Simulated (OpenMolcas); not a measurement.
**BrF (bromine fluoride): a chain of runs**

Wanted: the energy (HF/ANO-R0), then a single-point energy (CASSCF(10,6)/ANO-R1), then the energy (CASPT2(10,6)/ANO-R1) of BrF (bromine fluoride). 

Program for the calculation: OpenMolcas 26.06.

## (1) The system as given

BrF has 2 atoms, charge 0, and is taken as a singlet. SMILES: `FBr`. Geometry: relaxed at PBE0-D4/def2-TZVP.

Bond lengths: F1–Br2 1.754 Å.

## (2) The energy at HF/ANO-R0 (sfX2C) (run 1)

Input file step1.input:

```
&GATEWAY
  Coord
  2
  angstrom
  F        0.000000       0.000000       0.023210
  Br       0.000000       0.000000       1.776730
  Basis=ANO-R0
  Group=NoSym

&SEWARD

&SCF
  PrOrbitals=0
```

On the command line:

```
$ export MOLCAS_MEM=1860
$ pymolcas step1.input > step1.log
```

Output:

```text
--- Start Module: gateway ---
[...]
--- Stop Module: gateway /rc=_RC_ALL_IS_WELL_ ---
--- Start Module: seward ---
[...]
      Basis functions           23
--- Stop Module: seward /rc=_RC_ALL_IS_WELL_ ---
[...]
--- Start Module: scf ---
[...]
       Convergence after   7 Iterations
[...]
::    Total SCF energy                              -2703.8652380669
[...]
      Total spin, S                                     0.0000000000
[...]
      Total electronic charge=   44.000000
      Total            charge=   -0.000000
[...]
      Dipole Moment (debye):
      Origin of the operator (angstrom)=    0.0000    0.0000    1.4365
                   X=  2.4692E-14               Y= -2.7006E-14               Z=  1.3051E-01           Total=  1.3051E-01
      Quadrupole Moment (debye*angstrom):
[...]
--- Stop Module: scf /rc=_RC_ALL_IS_WELL_ ---
[...]
```

Run time: 3.6 s. Hardware: 1 thread of Arm Neoverse N1, shared host; peak memory 0.38 GiB.

## (3) A single-point energy at CASSCF(10,6)/ANO-R1 (sfX2C) (run 2)

Input file step2.inp:

```
&GATEWAY
Coord
2
angstrom
F        0.000000       0.000000       0.023210
Br       0.000000       0.000000       1.776730
Basis
ANO-R0
Group
NoSym
&SEWARD
&RASSCF
FileOrb
$CurrDir/step1.ScfOrb
Spin
1
Nactel
10 0 0
Inactive
17
Ras2
6
OrbListing
Nothing
>>> COPY $Project.RunFile RUNFIL1
>>> COPY $Project.RasOrb INPORB
&GATEWAY
Coord
2
angstrom
F        0.000000       0.000000       0.023210
Br       0.000000       0.000000       1.776730
Basis
ANO-R1
Group
NoSym
&SEWARD
>>> COPY $Project.RunFile RUNFIL2
&EXPBAS
&RASSCF
FileOrb
$Project.ExpOrb
Spin
1
Nactel
10 0 0
Inactive
17
Ras2
6
OrbListing
Nothing
OrbAppear
Compact
```

On the command line:

```
$ export MOLCAS_MEM=1860
$ pymolcas step2.inp > step2.log
```

Output:

```text
[...]
      Basis functions           23
[...]
      Number of active orbitals                  6
[...]
      Spin quantum number                      0.0
[...]
      Active orbitals                            6
[...]
      Number of CSFs                            21
[...]
      Number of root(s) required                 1
[...]
      Convergence after  7 iterations
[...]
      printout of CI-coefficients larger than  0.05 for root  1
      energy=   -2703.914295
      conf/sym  111111     Coeff  Weight
             1  222220  -0.97281 0.94637
            16  220222   0.22523 0.05073
      Natural orbitals and occupation numbers for root  1
      sym 1:   1.999836   1.999836   1.898543   1.997259   1.997259   0.107266
      ************************************************************************************************************************
      *                                                    Final results                                                     *
[...]
::    RASSCF root number  1 Total energy:  -2703.91429470
[...]
      Basis functions           53
[...]
      Convergence after 13 iterations
[...]
      Natural orbitals and occupation numbers for root  1
      sym 1:   1.999661   1.999661   1.941119   1.999074   1.999074   0.061410
      ************************************************************************************************************************
      *                                                    Final results                                                     *
[...]
::    RASSCF root number  1 Total energy:  -2704.03007046
[...]
      Dipole Moment (debye):
      Origin of the operator (angstrom)=    0.0000    0.0000    1.4365
                   X= -9.6741E-13               Y= -1.5733E-11               Z=  1.3887E+00           Total=  1.3887E+00
      Quadrupole Moment (debye*angstrom):
[...]
```

Wall time 12 s (1 thread of Arm Neoverse N1, shared host); peak memory 0.39 GiB.

## (4) A single-point energy at CASPT2(10,6)/ANO-R1 (sfX2C, ipea shift 0.25 Eh, pt2 variant SS) (run 3)

Input file step3.inp:

```
* BrF CASPT2
>>> EXPORT MOLCAS_PRINT=2
&gateway
coord
2
angstrom
F        0.000000       0.000000       0.023210
Br       0.000000       0.000000       1.776730
basis = ANO-R1
group = NoSym
&seward
&rasscf
fileorb = $CurrDir/step2.RasOrb
spin = 1
nactel = 10 0 0
inactive = 17
ras2 = 6
orblisting = Nothing
orbappear = Compact
&caspt2
imaginary = 0.2
```

On the command line:

```
$ export MOLCAS_MEM=1860
$ pymolcas step3.inp > step3.log
```

Output:

```text
--- Start Module: gateway ---
[...]
--- Stop Module: gateway /rc=_RC_ALL_IS_WELL_ ---
[...]
      Basis functions           53
[...]
--- Start Module: rasscf ---
[...]
      Number of active orbitals                  6
[...]
      Spin quantum number                      0.0
[...]
      Active orbitals                            6
[...]
      Number of CSFs                            21
[...]
      Number of root(s) required                 1
[...]
      Convergence after  4 iterations
[...]
      printout of CI-coefficients larger than  0.05 for root  1
      energy=   -2704.030070
      conf/sym  111111     Coeff  Weight
             1  222220  -0.98453 0.96929
            16  220222   0.17158 0.02944
      Natural orbitals and occupation numbers for root  1
      sym 1:   1.999661   1.999661   1.941119   1.999074   1.999074   0.061410
      ************************************************************************************************************************
      *                                                    Final results                                                     *
[...]
::    RASSCF root number  1 Total energy:  -2704.03007046
[...]
      Total electronic charge=   44.000000
      Total            charge=   -0.000000
[...]
      Dipole Moment (debye):
      Origin of the operator (angstrom)=    0.0000    0.0000    1.4365
                   X=  2.1200E-12               Y= -9.2508E-11               Z=  1.3887E+00           Total=  1.3887E+00
      Quadrupole Moment (debye*angstrom):
[...]
--- Stop Module: rasscf /rc=_RC_ALL_IS_WELL_ ---
[...]
--- Start Module: caspt2 ---
[...]
      E2 (Variational):          -0.2654976420
      Total energy:           -2704.2955681048
[...]
      Reference weight:           0.93189
[...]
::    CASPT2 Root  1     Total energy:  -2704.29556810
[...]
--- Stop Module: caspt2 /rc=_RC_ALL_IS_WELL_ ---
[...]
```

Wall time 8.1 s (1 thread of Arm Neoverse N1, shared host); peak memory 0.39 GiB.

## (5) Summary of results

| quantity | value |
| --- | --- |
| run 1, HF/ANO-R0: total energy | -2703.86524 Eh |
| run 1, HF/ANO-R0: dipole moment | 0.13 D |
| run 1, HF/ANO-R0: HOMO energy | -10.91 eV |
| run 1, HF/ANO-R0: LUMO energy | 4.84 eV |
| run 1, HF/ANO-R0: HOMO–LUMO gap | 15.75 eV |
| run 2, CASSCF(10,6)/ANO-R1: total energy | -2704.03007 Eh |
| run 2, CASSCF(10,6)/ANO-R1: dipole moment (CASSCF density) | 1.39 D |
| run 3, CASPT2(10,6)/ANO-R1: total energy | -2704.29557 Eh |
| run 3, CASPT2(10,6)/ANO-R1: dipole moment (CASSCF density) | 1.39 D |
